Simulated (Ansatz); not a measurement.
# AlNi (CsCl type): the cost of one run

Method: DFT PBE, with the methods named in each step, in Ansatz 0.2.0.

### Step 1. The structure to begin with

The structure is cubic, space group Pm-3m (No. 221). Conventional cell: a = 2.894 Å, b = 2.894 Å, c = 2.894 Å, α = 90.00°, β = 90.00°, γ = 90.00°. Ni (site symmetry m-3m) is surrounded by 8 Al at 2.51 Å. Al (site symmetry m-3m) is surrounded by 8 Ni at 2.51 Å.

As a file:

```
CELL_PARAMETERS angstrom
0.00000 0.00000 2.89357
2.89357 -2.89357 0.00000
2.89357 2.89357 0.00000
ATOMIC_POSITIONS crystal
Ni 0.00000 0.00000 0.00000
Ni 0.00000 0.50000 0.50000
Al 0.50000 0.50000 0.00000
Al 0.50000 0.00000 0.50000
```

Atoms are numbered in the order of the input: Ni1, Ni2, Al3, Al4.

### Step 2. Bulk in the slab's orientation, LAPW

input.yaml reads:

```yaml
crystal:
  lattice:
    - [0.0, 0.0, 2.8935740572]
    - [2.8935740572, -2.8935740572, 0.0]
    - [2.8935740572, 2.8935740572, 0.0]
  atoms:
    - { symbol: Ni, position: [0.0, 0.0, 0.0] }
    - { symbol: Ni, position: [0.0, 0.5, 0.5] }
    - { symbol: Al, position: [0.5, 0.5, 0.0] }
    - { symbol: Al, position: [0.5, 0.0, 0.5] }
kpoints:
  mp_grid: { grid: [13, 9, 9] }
scf:
  occupations: { method: fermi_dirac, width: 0.1 }
hamiltonian:
  xc: pbe
  pseudopotentials: { kind: all_electron, lapw: { basis_error: 0.001 } }
output:
  forces: true
  stress: true
  eigenvalues: true
```

On the command line:

```sh
ansatz run input.yaml --threads 2 --pin off --max-ram 6144MiB --backend cpu --events-out ev --progress --plain --runs-dir out
```

What time and memory should one allow on 2 threads of Intel Xeon Platinum 8259CL at 2.50GHz (Skylake/Cascade Lake), shared host?

About 35 s, with a peak of 0.69 GiB.
